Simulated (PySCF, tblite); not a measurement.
# C4H9NOSi: geometry, infrared bands and NMR shifts

Aim: predict the infrared bands and NMR shifts of C4H9NOSi (`NC(=O)C/C=C\[SiH3]`).

Programs: tblite 0.8.0 and PySCF 2.14.0, with density-fitted response routines of our own. Each step states its level of theory. These are calculated values for one molecule in the gas phase, unless marked as measured. Atoms are numbered from 0 throughout.

## Step 1: The molecule as given

16 atoms, charge 0, multiplicity 1; geometry from: force field or distance geometry start.

Bonds of the start (Å): N0–C1 1.44, C1–O2 1.25, C1–C3 1.50, C3–C4 1.49, C4–C5 1.33, C5–Si6 1.83, N0–H7 1.05, N0–H8 1.04, C3–H9 1.13, C3–H10 1.08, C4–H11 1.10, C5–H12 1.10, Si6–H13 1.46, Si6–H14 1.47, Si6–H15 1.50.

## Step 2: Optimising the geometry with GFN2-xTB

The job: settings as JSON, then the geometry in Å.

```
{"job": {"kind": "relax", "xc": "GFN2-xTB", "basis": "xTB"}, "charge": 0, "multiplicity": 1}
N     -2.271900     0.340300     0.905700
C     -1.890100     0.236800    -0.476000
O     -2.592500     0.697000    -1.403100
C     -0.607900    -0.434900    -0.862600
C      0.111000    -0.933500     0.342600
C      1.331800    -0.548300     0.684500
Si     2.346500     0.657400    -0.243300
H     -3.276000     0.489800     1.165000
H     -1.514300     0.271300     1.621800
H     -0.842400    -1.357500    -1.471900
H     -0.053500     0.227800    -1.513900
H     -0.404400    -1.665900     0.972900
H      1.753600    -0.987000     1.605900
H      3.230300    -0.087200    -1.141300
H      1.559100     1.661700    -0.972300
H      3.113000     1.441300     0.774500
```

Started as:

```sh
$ OMP_NUM_THREADS=1 python probes_run.py task.json out
```

This one command runs all jobs of the session in turn.

The program printed:

```text
step      E/eV     max force
  0    -593.63365    3.154
  1    -593.87458    2.983
  2    -594.00000    1.064
  3    -594.05696    0.732
  4    -594.09941    0.511
  5    -594.12095    0.477
  6    -594.14729    0.467
  7    -594.16582    0.483
  8    -594.18080    0.307
  9    -594.19076    0.279
 10    -594.19814    0.262
 11    -594.20525    0.248
 12    -594.21218    0.205
 13    -594.21843    0.251
 14    -594.22422    0.234
 15    -594.22993    0.213
 16    -594.23482    0.175
 17    -594.23792    0.141
 18    -594.23973    0.132
 19    -594.24096    0.088
 20    -594.24211    0.083
 21    -594.24320    0.069
 22    -594.24413    0.069
 23    -594.24485    0.065
 24    -594.24537    0.061
 25    -594.24576    0.052
 26    -594.24611    0.043
 27    -594.24650    0.059
 28    -594.24694    0.071
 29    -594.24739    0.055
 30    -594.24777    0.048
 31    -594.24808    0.046
 32    -594.24833    0.044
 33    -594.24856    0.046
 34    -594.24880    0.045
 35    -594.24907    0.044
 36    -594.24941    0.051
 37    -594.24987    0.080
 38    -594.25052    0.096
 39    -594.25141    0.090
 40    -594.25243    0.079
 41    -594.25330    0.080
 42    -594.25398    0.071
 43    -594.25467    0.084
 44    -594.25574    0.109
 45    -594.25749    0.136
 46    -594.25968    0.123
 47    -594.26104    0.186
 48    -594.26246    0.146
 49    -594.26386    0.119
 50    -594.26661    0.136
 51    -594.26806    0.159
 52    -594.26961    0.085
 53    -594.27064    0.091
 54    -594.27157    0.067
 55    -594.27300    0.084
 56    -594.27511    0.101
 57    -594.27683    0.281
 58    -594.27654    0.359
 59    -594.27878    0.208
 60    -594.28064    0.299
 61    -594.28295    0.238
 62    -594.28302    0.680
 63    -594.28974    0.163
 64    -594.29201    0.088
 65    -594.29125    0.612
 66    -594.29687    0.103
 67    -594.29880    0.096
 68    -594.30117    0.407
 69    -594.30415    0.052
 70    -594.30478    0.047
 71    -594.30542    0.057
 72    -594.30574    0.088
 73    -594.30632    0.055
 74    -594.30685    0.054
 75    -594.30712    0.037
 76    -594.30733    0.046
 77    -594.30748    0.045
 78    -594.30762    0.038
 79    -594.30778    0.028
 80    -594.30796    0.020
 81    -594.30814    0.029
 82    -594.30832    0.031
 83    -594.30848    0.026
 84    -594.30862    0.042
 85    -594.30874    0.043
 86    -594.30886    0.051
 87    -594.30895    0.032
 88    -594.30902    0.033
 89    -594.30907    0.023
 90    -594.30910    0.013
 91    -594.30914    0.014
 92    -594.30917    0.013
 93    -594.30920    0.018
 94    -594.30922    0.017
 95    -594.30925    0.015
 96    -594.30928    0.014
 97    -594.30931    0.014
 98    -594.30935    0.013
 99    -594.30940    0.017
100    -594.30946    0.022
101    -594.30954    0.031
102    -594.30966    0.036
103    -594.30981    0.032
104    -594.30997    0.028
105    -594.31010    0.043
106    -594.31019    0.054
107    -594.31033    0.033
108    -594.31050    0.027
109    -594.31068    0.030
110    -594.31086    0.046
111    -594.31114    0.050
112    -594.31117    0.247
113    -594.31180    0.169
114    -594.31259    0.053
115    -594.31288    0.103
116    -594.31314    0.045
117    -594.31329    0.059
118    -594.31340    0.027
119    -594.31351    0.025
120    -594.31381    0.050
121    -594.31394    0.051
122    -594.31406    0.036
123    -594.31416    0.032
124    -594.31422    0.025
125    -594.31427    0.029
126    -594.31431    0.029
127    -594.31435    0.024
128    -594.31439    0.016
129    -594.31442    0.012
130    -594.31445    0.009
```

It took 0.82 s on 1 thread of Arm Neoverse V1, shared host; peak memory 0.18 GiB.

Relaxation path: (not every step is listed)

```
step  energy from step 0 (eV)  largest force (eV/Å)
   0                   0.0000                3.1545
   1                  -0.2409                2.9832
   2                  -0.3664                1.0642
   3                  -0.4233                0.7316
   4                  -0.4658                0.5108
   5                  -0.4873                0.4773
   6                  -0.5136                0.4672
   7                  -0.5322                0.4829
   8                  -0.5471                0.3073
  19                  -0.6073                0.0877
  30                  -0.6141                0.0484
  41                  -0.6196                0.0798
  52                  -0.6360                0.0850
  63                  -0.6561                0.1634
  74                  -0.6732                0.0543
  85                  -0.6751                0.0431
  96                  -0.6756                0.0140
 107                  -0.6767                0.0334
 118                  -0.6798                0.0272
 125                  -0.6806                0.0287
 126                  -0.6807                0.0292
 127                  -0.6807                0.0240
 128                  -0.6807                0.0158
 129                  -0.6808                0.0116
 130                  -0.6808                0.0090
```

Distances of close pairs at the start and the end, largest changes first:

```
   bond  before (Å)  after (Å)  change (Å)
  N0–C1       1.437      1.351      -0.086
 C5–Si6       1.829      1.884      +0.055
  C1–O2       1.251      1.208      -0.043
  N0–H7       1.048      1.006      -0.042
  N0–H8       1.045      1.004      -0.040
  C3–H9       1.130      1.091      -0.039
Si6–H15       1.496      1.463      -0.033
  C1–C3       1.498      1.529      +0.031
```

The end geometry stands in the next job.

## Step 3: Infrared spectrum with GFN2-xTB

The job: settings as JSON, then the geometry in Å.

```
{"job": {"kind": "ir", "xc": "GFN2-xTB", "basis": "xTB"}, "charge": 0, "multiplicity": 1}
N     -1.816272     0.949321     0.414072
C     -1.980987    -0.087932    -0.436505
O     -3.066386    -0.490896    -0.779429
C     -0.658367    -0.687375    -0.915143
C      0.104858    -1.232711     0.246751
C      1.219573    -0.710142     0.747130
Si     2.162928     0.785650     0.098588
H     -2.628397     1.394623     0.806716
H     -0.903436     1.239166     0.716835
H     -0.895327    -1.484400    -1.621760
H     -0.084906     0.089831    -1.422567
H     -0.342072    -2.110821     0.700913
H      1.651865    -1.208058     1.607058
H      2.496016     0.623428    -1.317885
H      1.350324     2.004556     0.252523
H      3.382987     0.934703     0.891294
```

The program printed:

```text
mode    cm-1     km/mol
  1      19.1      8.45
  2      60.5      2.57
  3      77.4      1.44
  4     162.6      1.41
  5     176.3      2.03
  6     309.4    137.62
  7     337.3     39.34
  8     400.4      8.65
  9     457.7     12.83
 10     515.9     23.50
 11     534.9     21.89
 12     560.4     60.65
 13     575.7     80.69
 14     653.3     32.71
 15     729.8     44.77
 16     750.7      9.66
 17     793.0    235.94
 18     798.0    212.83
 19     808.8    406.60
 20     893.4      3.51
 21     939.1      0.92
 22     950.6      0.57
 23    1035.3     34.39
 24    1047.0      9.60
 25    1120.2      8.56
 26    1235.0     38.01
 27    1247.9     32.46
 28    1283.9    121.52
 29    1343.8      3.94
 30    1442.7     37.22
 31    1451.7     81.71
 32    1668.5    138.70
 33    1780.0    598.67
 34    2175.8    351.67
 35    2256.0    296.60
 36    2273.3    295.15
 37    2985.2     16.12
 38    2996.4     10.21
 39    3019.3     38.83
 40    3037.5     62.39
 41    3471.6     11.39
 42    3543.4     13.97
```

Wall time 0.49 s (1 thread of Arm Neoverse V1, shared host); peak memory 0.18 GiB.

Which atoms move in the most intense modes:

```
cm⁻¹  km/mol               atoms
 793   235.9  H15 49 %, H13 41 %
 798   212.8  H14 52 %, H13 37 %
 809   406.6  H14 41 %, H15 39 %
1668   138.7    C4 52 %, C5 43 %
1780   598.7    C1 63 %, O2 32 %
2176   351.7            H14 96 %
2256   296.6            H13 96 %
2273   295.1            H15 96 %
```

## Step 4: Nuclear shieldings: PBE0/pcSseg-1

The job, as its differences from that of step 3:

```diff
@@ -1,2 +1,2 @@
-{"job": {"kind": "ir", "xc": "GFN2-xTB", "basis": "xTB"}, "charge": 0, "multiplicity": 1}
+{"job": {"kind": "nmr", "xc": "PBE0", "basis": "pcSseg-1"}, "charge": 0, "multiplicity": 1}
 N     -1.816272     0.949321     0.414072
```

Level: GIAO PBE0/pcSseg-1 NMR shielding, non-relativistic, gas phase.

The program printed:

```text
coarse grid: 13696 points
cycle   1  E = -576.6044852684  dE =  9.061e-01  |g| = 8.486e-01  |ddm| = 3.545e+00
cycle   2  E = -576.1617800312  dE =  4.427e-01  |g| = 1.719e+00  |ddm| = 2.333e+00
cycle   3  E = -576.7410272710  dE = -5.792e-01  |g| = 2.189e-01  |ddm| = 1.791e+00
cycle   4  E = -576.7507231174  dE = -9.696e-03  |g| = 7.298e-02  |ddm| = 2.133e-01
cycle   5  E = -576.7517998092  dE = -1.077e-03  |g| = 1.805e-02  |ddm| = 5.810e-02
cycle   6  E = -576.7518696355  dE = -6.983e-05  |g| = 5.159e-03  |ddm| = 1.761e-02
cycle   7  E = -576.7518750442  dE = -5.409e-06  |g| = 1.886e-03  |ddm| = 5.472e-03
final grid: 127312 points
cycle   8  E = -576.8011804340  dE = -1.274e-05  |g| = 1.357e-02  |ddm| = 2.562e-02
cycle   9  E = -576.8010821971  dE =  9.824e-05  |g| = 2.624e-02  |ddm| = 2.839e-02
cycle  10  E = -576.8012170781  dE = -1.349e-04  |g| = 2.167e-03  |ddm| = 1.986e-02
cycle  11  E = -576.8012181156  dE = -1.038e-06  |g| = 2.497e-04  |ddm| = 1.920e-03
cycle  12  E = -576.8012181288  dE = -1.312e-08  |g| = 1.151e-04  |ddm| = 3.592e-04
cycle  13  E = -576.8012181314  dE = -2.681e-09  |g| = 4.754e-05  |ddm| = 1.155e-04
cycle  14  E = -576.8012181320  dE = -5.255e-10  |g| = 1.218e-05  |ddm| = 4.765e-05
converged SCF energy = -576.8012181320

GIAO shielding tensors (ppm)
atom      isotropic    diamagn.    paramagn.     s11        s22        s33       span
  0 N      152.323     324.805    -172.482     54.624    163.465    238.881    184.257
  1 C       17.903     246.533    -228.630    -75.279     33.015     95.973    171.252
  2 O     -102.547     395.893    -498.440   -402.061   -202.645    297.066    699.127
  3 C      139.041     252.164    -113.123    116.032    139.604    161.486     45.454
  4 C       25.789     256.092    -230.303   -105.219     24.396    158.189    263.409
  5 C       63.356     259.772    -196.416    -42.365     63.386    169.048    211.414
  6 Si     438.998     880.359    -441.362    419.017    431.029    466.947     47.930
  7 H       27.273      30.463      -3.189     22.933     23.561     35.326     12.394
  8 H       26.536      35.163      -8.627     20.670     27.938     31.001     10.331
  9 H       28.727      30.646      -1.920     25.694     27.504     32.983      7.289
 10 H       28.609      32.933      -4.324     26.286     28.776     30.764      4.477
 11 H       24.559      31.651      -7.093     21.784     24.258     27.634      5.850
 12 H       25.810      30.853      -5.043     23.863     25.535     28.033      4.170
 13 H       27.344      29.155      -1.812     24.040     26.044     31.948      7.908
 14 H       27.442      29.820      -2.378     23.744     27.133     31.449      7.705
 15 H       27.626      28.733      -1.107     24.504     25.581     32.792      8.288
```

It took 25 s on 1 thread of Arm Neoverse V1, shared host; peak memory 0.77 GiB.

The references, computed at this level on geometries of the same kind, shield at (ppm): ¹H TMS 31.72, ¹³C TMS 186.9, ²⁹Si TMS 349.2, ¹⁵N NH3 267.7, ¹⁷O H2O 336.1. Their shielding less the atom's gives the shift. The references are single molecules in the gas phase, so shifts against H2O, NH3, PH3, H3PO4 or CFCl3 are not on the usual liquid scales and can be off by tens of ppm. Atoms listed in one row are averaged.

```
        atoms                             environment  σ (ppm)  δ (ppm)  δ scaled to CDCl3
           C1                   amide carbonyl carbon     17.9    169.0              163.1
           C4                               alkene CH     25.8    161.1              155.4
           C5                               alkene CH     63.4    123.6              118.7
           C3                 sp3 CH2 α to a carbonyl    139.0     47.9               44.8
          H11                hydrogen on an alkene CH    24.56     7.16               6.85
          H12                hydrogen on an alkene CH    25.81     5.91               5.67
           H8      hydrogen on an amide-type nitrogen    26.54     5.18                  –
           H7      hydrogen on an amide-type nitrogen    27.27     4.44                  –
H13, H14, H15       hydrogen on a silicon bonded to C    27.47     4.25                  –
      H9, H10  hydrogen on an sp3 CH2 α to a carbonyl    28.67     3.05               2.98
           N0                     amide-type nitrogen    152.3    115.4                  –
           O2              amide-type carbonyl oxygen   -102.5    438.6                  –
          Si6                silicon bonded to C, 3 H    439.0    -89.8                  –
```

The scaled column applies a straight-line fit of computed shieldings to shifts measured in CDCl3 (root-mean-square error 0.16 ppm for H, 1.9 ppm for C).

The run also stored atomic charges by several schemes (e):

```
atoms  Mulliken    IAO  Hirshfeld  ESP fit
   N0     -0.39  -0.51      -0.17    -0.93
   C1      0.36   0.45       0.18     0.72
   O2     -0.41  -0.49      -0.30    -0.56
   C3     -0.22  -0.33      -0.08    -0.24
   C4     -0.15  -0.10      -0.02    -0.06
   C5     -0.42  -0.45      -0.15    -0.41
  Si6      0.49   0.58       0.31     0.46
```

Mayer bond orders: N0–C1 1.20, C1–O2 1.97, C1–C3 0.95, C3–C4 1.05, C4–C5 1.91, C5–Si6 0.90.

## Step 5: Summary of results

| quantity | value |
| --- | --- |
| strongest single infrared mode (GFN2-xTB) | 1780 cm⁻¹, 599 km/mol |
| zero-point energy (GFN2-xTB) | 74.2 kcal/mol |
| ¹³C shifts against TMS (PBE0/pcSseg-1) | 169.0, 161.1, 123.6, 47.9 ppm |
| ¹H shifts against TMS (PBE0/pcSseg-1, means over atoms taken as alike) | 7.16, 5.91, 5.18, 4.44, 4.25, 3.05 ppm |
| ¹⁵N shifts against NH3 (PBE0/pcSseg-1) | 115.4 ppm |
| ¹⁷O shifts against H2O (PBE0/pcSseg-1) | 438.6 ppm |
| ²⁹Si shifts against TMS (PBE0/pcSseg-1) | -89.8 ppm |

Relaxing lowered the energy by 0.681 eV in 130 steps; the close pair that moved most is N0–C1, from 1.437 to 1.351 Å. No mode is imaginary among the 42: a minimum at this level. The strongest single mode, at 1780 cm⁻¹, moves mainly C1 and O2. GFN2-xTB is a fitted tight-binding method: band positions and strengths are rough. Its intensities can rank the bands wrongly. C1 (amide carbonyl carbon) lies farthest downfield among carbon, at 169.0 ppm; it is a carbonyl in resonance with an O or N lone pair, the region of acids, esters and amides. At PBE0/pcSseg-1: The widest tensor belongs to O2: span 699 ppm, with a paramagnetic part of -498 ppm.
